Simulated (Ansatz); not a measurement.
# C3H6AlBr: a ladder of functionals and wavefunction methods

The task here is to estimate one member of a computed series from the others.

Computed with Ansatz 0.2.0, Gaussian basis. Level: functionals in def2-TZVPP, the program's frozen cores in correlated methods.

Plan: PBE-D4, r2SCAN-D4, PBE0-D4, B3LYP-D4, ωB97X-V, ωB97M-V, B2PLYP; CCSD(T)/def2-TZVPP; MP2/def2-QZVPP; extrapolation to the limit.

## The geometry

The geometry comes from an earlier relaxation with PBE0-D4 in a triple-zeta def2 set; it is a stationary point, not always the lowest conformer.

11 atoms, charge 0, spin multiplicity 1.

Atoms are counted from 1 here; the program's logs count them from 0.

Bond lengths: C1–C2 1.490 Å, C1–H6 1.095 Å, C1–H7 1.095 Å, C1–H8 1.090 Å, C2–C3 1.335 Å, C2–H9 1.090 Å, C3–Al4 1.948 Å, C3–Br5 1.925 Å, Al4–H10 1.579 Å, Al4–H11 1.587 Å. Angles: C2–C1–H6 110.3°, C2–C1–H7 110.3°, C2–C1–H8 112.6°, H6–C1–H7 106.6°, H6–C1–H8 108.5°, H7–C1–H8 108.5°, C1–C2–C3 124.7°, C1–C2–H9 115.7°, C3–C2–H9 119.5°, C2–C3–Al4 129.8°, C2–C3–Br5 116.9°, Al4–C3–Br5 113.3°, C3–Al4–H10 119.0°, C3–Al4–H11 119.3°, H10–Al4–H11 121.6°.

Set-up of the first run:

in.yaml

```yaml
crystal:
  periodic: [false, false, false]
  atoms:
    - {symbol: C, position_ang: [-0.792991, -1.055999, 0.902240]}
    - {symbol: C, position_ang: [-0.331932, 0.360336, 0.939019]}
    - {symbol: C, position_ang: [0.352301, 0.963011, -0.036104]}
    - {symbol: Al, position_ang: [0.959042, 0.263520, -1.749394]}
    - {symbol: Br, position_ang: [0.835663, 2.804543, 0.248677]}
    - {symbol: H, position_ang: [-1.881529, -1.103513, 1.007655]}
    - {symbol: H, position_ang: [-0.373333, -1.613404, 1.745775]}
    - {symbol: H, position_ang: [-0.512438, -1.563528, -0.021249]}
    - {symbol: H, position_ang: [-0.586954, 0.917501, 1.840296]}
    - {symbol: H, position_ang: [1.759432, 1.213254, -2.724098]}
    - {symbol: H, position_ang: [0.638140, -1.242821, -2.132218]}
basis:
  gaussian: {orbitals: def2-TZVPP}
hamiltonian: {xc: pbe, dispersion: d4}
output: {forces: true, orbitals: {seedname: orbitals}}
```

Started as:

```
ansatz run in.yaml --threads 4 --pin off --events-out ev --progress --plain --max-ram 10444MiB
```

Steps of the session up to this table: PBE-D4 (GGA); r2SCAN-D4 (meta-GGA); PBE0-D4 (hybrid); B3LYP-D4 (hybrid); ωB97X-V (range-separated); ωB97M-V (range-separated); B2PLYP (double hybrid); CCSD(T) in def2-TZVPP; MP2 in def2-QZVPP.

One table of the session follows, with a row left open; its other results are not shown here.

| method | atomisation energy (kJ/mol) |
| --- | --- |
| PBE-D4 | 3980.8 |
| r2SCAN-D4 | 3923.8 |
| PBE0-D4 | 3923.9 |
| B3LYP-D4 | 3900.1 |
| ωB97X-V | 3906.2 |
| ωB97M-V | 3906.3 |
| B2PLYP | 3859.3 |
| HF/def2-TZVPP | 2891.8 |
| MP2/def2-TZVPP | 3870.7 |
| CCSD/def2-TZVPP | 3749.6 |
| CCSD(T)/def2-TZVPP | 3811.5 |
| MP2/CBS | ? |
| CCSD(T)/CBS | 3908.1 |

Estimate the missing values for MP2/CBS.

As computed: atomisation energy (kJ/mol): 3967.3. In the column «atomisation energy (kJ/mol)» it lies between PBE0-D4 (3923.9) and PBE-D4 (3980.8).

To keep in mind: Free atoms (3 C, 1 Al, 1 Br, 6 H) were run apart at each level; the atomisation energy is their sum less the molecule, without zero-point or spin-orbit terms.
